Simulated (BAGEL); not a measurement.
# CH6BNS (SMILES CB(N)S) at HF/6-31G(d) (density fitting with qzvpp-jkfit, spherical functions)

What is the vertical ionisation energy of CH6BNS at HF/6-31G* (density fitting with qzvpp-jkfit, spherical functions)? 

Program for the calculation: BAGEL 1.2.2.

4 further runs of the same task are left out: 1 that didn't finish, 3 set aside as unsound or not needed.

## 1. The structure to begin with

CH6BNS: 10 atoms, total charge 0, spin state singlet. As SMILES, `CB(N)S`. Geometry: relaxed at PBE0-D4/def2-TZVP. This is one conformer, not always the lowest.

Bond lengths: C1–B2 1.572 Å, B2–N3 1.397 Å, B2–S4 1.828 Å, C1–H5 1.094 Å, C1–H6 1.093 Å, C1–H7 1.094 Å, N3–H8 1.005 Å, N3–H9 1.005 Å, S4–H10 1.343 Å. Some angles: C1–B2–N3 121.6°, C1–B2–S4 116.8°, N3–B2–S4 121.6°, B2–C1–H5 111.1°, B2–C1–H6 112.6°, B2–C1–H7 111.0°, B2–N3–H8 124.6°, B2–N3–H9 121.6°, B2–S4–H10 98.6°, H5–C1–H6 107.8°.

## 2. A single-point energy at HF/6-31G(d) (density fitting with qzvpp-jkfit, spherical functions)

input.json reads:

```json
{ "bagel": [

{
  "title": "molecule",
  "basis": "6-31gs.json",
  "df_basis": "qzvpp-jkfit",
  "angstrom": true,
  "geometry": [
    { "atom": "C", "xyz": [      -1.111500,       0.588600,      -0.593000 ] },
    { "atom": "B", "xyz": [       0.213000,      -0.098400,      -0.096700 ] },
    { "atom": "N", "xyz": [       0.460300,      -0.315600,       1.261000 ] },
    { "atom": "S", "xyz": [       1.413000,      -0.599800,      -1.381900 ] },
    { "atom": "H", "xyz": [      -0.893600,       1.492900,      -1.168800 ] },
    { "atom": "H", "xyz": [      -1.774100,       0.868200,       0.230100 ] },
    { "atom": "H", "xyz": [      -1.669900,      -0.074100,      -1.260900 ] },
    { "atom": "H", "xyz": [       1.288600,      -0.750600,       1.627000 ] },
    { "atom": "H", "xyz": [      -0.199100,      -0.039600,       1.968000 ] },
    { "atom": "H", "xyz": [       2.356400,      -1.123000,      -0.581800 ] }
  ]
},

{ "title": "hf" },

{ "title": "print", "file": "orbitals.molden", "orbitals": true }

]}
```

The basis set 6-31G* is read from a file made from the Basis Set Exchange's data (not shown).

Launch:

```sh
$ BAGEL_NUM_THREADS=1 BAGEL input.json > input.out
```

Log:

```text
* using 1 threads per process

  ===============================================================
  ===============================================================

  *** Geometry ***

  { "atom" : "C", "xyz" : [     -2.100431,      1.112293,     -1.120608 ] },
  { "atom" : "B", "xyz" : [      0.402512,     -0.185949,     -0.182737 ] },
  { "atom" : "N", "xyz" : [      0.869841,     -0.596398,      2.382945 ] },
  { "atom" : "S", "xyz" : [      2.670183,     -1.133458,     -2.611413 ] },
  { "atom" : "H", "xyz" : [     -1.688659,      2.821172,     -2.208712 ] },
  { "atom" : "H", "xyz" : [     -3.352563,      1.640660,      0.434826 ] },
  { "atom" : "H", "xyz" : [     -3.155654,     -0.140029,     -2.382756 ] },
  { "atom" : "H", "xyz" : [      2.435101,     -1.418428,      3.074584 ] },
  { "atom" : "H", "xyz" : [     -0.376244,     -0.074833,      3.718981 ] },
  { "atom" : "H", "xyz" : [      4.452951,     -2.122162,     -1.099443 ] },

  Number of auxiliary basis functions:      463

  Since a DF basis is specified, we compute 2- and 3-index integrals:
    o Being stored without compression. Storage requirement is 0.019 GB

  Number of basis functions:       72
  Number of electrons      :       40

    * METHOD: MOLECULE                             1.43

  *** RHF ***

  === Nuclear Repulsion ===
   146.4284421842

      * DIIS with orbital gradients will be used.

  === RHF iteration (6-31gs.json) ===
      0       -517.89674785          0.02101470           0.19
      1       -518.04510838          0.01020158           0.13
      2       -518.08330335          0.00186893           0.26
      3       -518.08511148          0.00042475           0.17
      4       -518.08520133          0.00008976           0.18
      5       -518.08520909          0.00002545           0.12
      6       -518.08520978          0.00000844           0.22
      7       -518.08520986          0.00000266           0.18
      8       -518.08520987          0.00000067           0.26
      9       -518.08520987          0.00000027           0.33
     10       -518.08520987          0.00000007           0.21
     11       -518.08520987          0.00000003           0.15
     12       -518.08520987          0.00000001           0.35
    * SCF iteration converged.

    * Permanent dipole moment:
           (    0.083870,     0.039290,    -1.128465) a.u.

    * METHOD: HF                                   3.77

    * METHOD: PRINT                                0.04

  ===============================================================
```

Wall time 6.3 s (1 thread of Intel Xeon at 2.50GHz (Skylake/Cascade Lake), shared host).

## 3. The doublet cation at the same level

hf.json reads:

```json
{ "bagel": [

{
  "title": "molecule",
  "basis": "6-31gs.json",
  "df_basis": "qzvpp-jkfit",
  "angstrom": true,
  "geometry": [
    { "atom": "C", "xyz": [   -1.111500,    0.588600,   -0.593000 ] },
    { "atom": "B", "xyz": [    0.213000,   -0.098400,   -0.096700 ] },
    { "atom": "N", "xyz": [    0.460300,   -0.315600,    1.261000 ] },
    { "atom": "S", "xyz": [    1.413000,   -0.599800,   -1.381900 ] },
    { "atom": "H", "xyz": [   -0.893600,    1.492900,   -1.168800 ] },
    { "atom": "H", "xyz": [   -1.774100,    0.868200,    0.230100 ] },
    { "atom": "H", "xyz": [   -1.669900,   -0.074100,   -1.260900 ] },
    { "atom": "H", "xyz": [    1.288600,   -0.750600,    1.627000 ] },
    { "atom": "H", "xyz": [   -0.199100,   -0.039600,    1.968000 ] },
    { "atom": "H", "xyz": [    2.356400,   -1.123000,   -0.581800 ] }
  ]
},
{ "title": "uhf", "charge": 1, "nopen": 1 },
{ "title": "print", "file": "orbitals.molden", "orbitals": true }

]}
```

The basis set 6-31G* is read from a file made from the Basis Set Exchange's data (not shown).

Launch:

```sh
$ BAGEL_NUM_THREADS=1 BAGEL hf.json > hf.out
```

Log:

```text
* using 1 threads per process

  ===============================================================
  ===============================================================

  *** Geometry ***

  { "atom" : "C", "xyz" : [     -2.100431,      1.112293,     -1.120608 ] },
  { "atom" : "B", "xyz" : [      0.402512,     -0.185949,     -0.182737 ] },
  { "atom" : "N", "xyz" : [      0.869841,     -0.596398,      2.382945 ] },
  { "atom" : "S", "xyz" : [      2.670183,     -1.133458,     -2.611413 ] },
  { "atom" : "H", "xyz" : [     -1.688659,      2.821172,     -2.208712 ] },
  { "atom" : "H", "xyz" : [     -3.352563,      1.640660,      0.434826 ] },
  { "atom" : "H", "xyz" : [     -3.155654,     -0.140029,     -2.382756 ] },
  { "atom" : "H", "xyz" : [      2.435101,     -1.418428,      3.074584 ] },
  { "atom" : "H", "xyz" : [     -0.376244,     -0.074833,      3.718981 ] },
  { "atom" : "H", "xyz" : [      4.452951,     -2.122162,     -1.099443 ] },

  Number of auxiliary basis functions:      463

  Since a DF basis is specified, we compute 2- and 3-index integrals:
    o Being stored without compression. Storage requirement is 0.019 GB

  Number of basis functions:       72
  Number of electrons      :       40

    * METHOD: MOLECULE                             1.44

  *** Open-shell HF ***

  === Nuclear Repulsion ===
   146.4284421842

      * DIIS with orbital gradients will be used.

  === UHF iteration (6-31gs.json) ===
      0       -517.55650062          0.04265718           0.57
      1       -517.70998251          0.02479614           0.24
      2       -517.74962517          0.01543292           0.28
      3       -517.77147105          0.00141408           0.28
      4       -517.77226326          0.00051862           0.42
      5       -517.77240253          0.00013248           0.40
      6       -517.77244133          0.00004576           0.47
      7       -517.77244943          0.00001059           0.58
      8       -517.77245157          0.00000630           0.39
      9       -517.77245242          0.00000621           0.28
     10       -517.77245287          0.00000634           0.50
     11       -517.77245341          0.00000572           0.41
     12       -517.77245532          0.00000251           0.36
     13       -517.77245548          0.00000089           0.57
     14       -517.77245549          0.00000036           0.46
     15       -517.77245549          0.00000012           0.40
     16       -517.77245549          0.00000006           0.35
     17       -517.77245549          0.00000003           0.45
     18       -517.77245549          0.00000001           0.47
     19       -517.77245549          0.00000001           0.37
     20       -517.77245549          0.00000000           0.57
    * SCF iteration converged.

    * S^2 (UHF) is 0.7753

    * Permanent dipole moment:
           (   -1.094329,     0.564134,    -0.329336) a.u.

    * METHOD: UHF                                  9.82

    * METHOD: PRINT                                0.03

  ===============================================================
```

Run time: 12 s. Hardware: 1 thread of Intel Xeon at 2.50GHz (Skylake/Cascade Lake), shared host.

## 4. Outcome

Level: HF/6-31G* (density fitting with qzvpp-jkfit, spherical functions).

```
                                          quantity          value
                      singlet CH6BNS: total energy  -518.08521 Eh
                     singlet CH6BNS: dipole moment         2.88 D
                       singlet CH6BNS: HOMO energy       -9.82 eV
                       singlet CH6BNS: LUMO energy        5.02 eV
                     singlet CH6BNS: HOMO–LUMO gap       14.85 eV
                      doublet cation: total energy  -517.77246 Eh
                              doublet cation: ⟨S²⟩          0.775
vertical ionisation energy (to the doublet cation)       8.510 eV
```

In words: Removing an electron at fixed nuclei costs 8.51 eV (196 kcal/mol). The negative HOMO energy of the first species, 9.82 eV, lies 1.31 eV above that difference.
